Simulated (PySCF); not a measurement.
# SiHg: bond curves at several levels of theory

One table from this session's results is given with a row withheld; the runs are named, their logs left out.

The runs use PySCF 2.14.0; Si def2-SVP, Hg def2-SVP with ECP60, scalar-relativistic core potentials.

The first run:

Settings of the job:

```json
{
  "atoms": "Si, Hg",
  "charge": "0",
  "basis": "Si def2-SVP, Hg def2-SVP with ECP60",
  "Hamiltonian": "scalar-relativistic core potentials",
  "basis functions": "50",
  "electrons treated": "34",
  "masses in u": "27.9769, 201.9706",
  "levels": "PBE0, PBE, r²SCAN, BLYP, B2PLYP, r²SCAN0, HSE06, HF, MP2, SCS-MP2, CCSD, CCSD(T)",
  "grid": "80 radial by 434 angular points",
  "occupations": "held fixed by the projection of orbital angular momentum",
  "dissociation limit": "Si + Hg, each in its ground configuration",
  "starting distance in angstrom": "2.490",
  "values of 2S to try": "0, 2"
}
```

The run is started by

```bash
$ OMP_NUM_THREADS=1 python dia.py task.json out
```

Steps of the session up to this table: Input; First curve: PBE0; Excited determinants; PBE; r²SCAN (meta-GGA); BLYP (GGA); B2PLYP (double hybrid); r²SCAN0; HSE06 (range-separated hybrid); UHF (mean field); MP2 and coupled cluster.

One table of the session follows, with a row left open; its other results are not shown here.

Energy (eV) from each level's lowest point:

```
R (Å)    UHF  UHF-MP2  UHF-SCS-MP2  UHF-CCSD  UHF-CCSD(T)
2.237  0.888    0.408        0.495       n/a          n/a
2.341  0.545    0.174        0.239     0.271        0.233
2.445  0.324    0.058        0.101     0.116        0.089
2.523  0.214    0.016        0.044     0.051        0.033
2.601  0.138    0.000        0.013     0.016        0.007
2.679  0.085    0.001        0.000     0.000        0.000
2.783      ?        ?            ?         ?            ?
2.913  0.013    0.055        0.017     0.016        0.038
3.069  0.000    0.103        0.046     0.046        0.079
3.277  0.000    0.162        0.085       n/a          n/a
```

**Question.** Estimate the row for R (Å) = 2.783.

Worked estimate for «UHF». A straight line through the neighbours (2.679, 0.085) and (2.913, 0.013) gives 0.085 + (0.013 − 0.085) × (2.783 − 2.679) / (2.913 − 2.679) = 0.053; a parabola fitted to 4 rows on both sides gives 0.044.

The run gave: UHF: 0.041; UHF-MP2: 0.019; UHF-SCS-MP2: 0.001; UHF-CCSD: 0.000; UHF-CCSD(T): 0.010. In «UHF» the line misses by +0.012 and the parabola by +0.003.
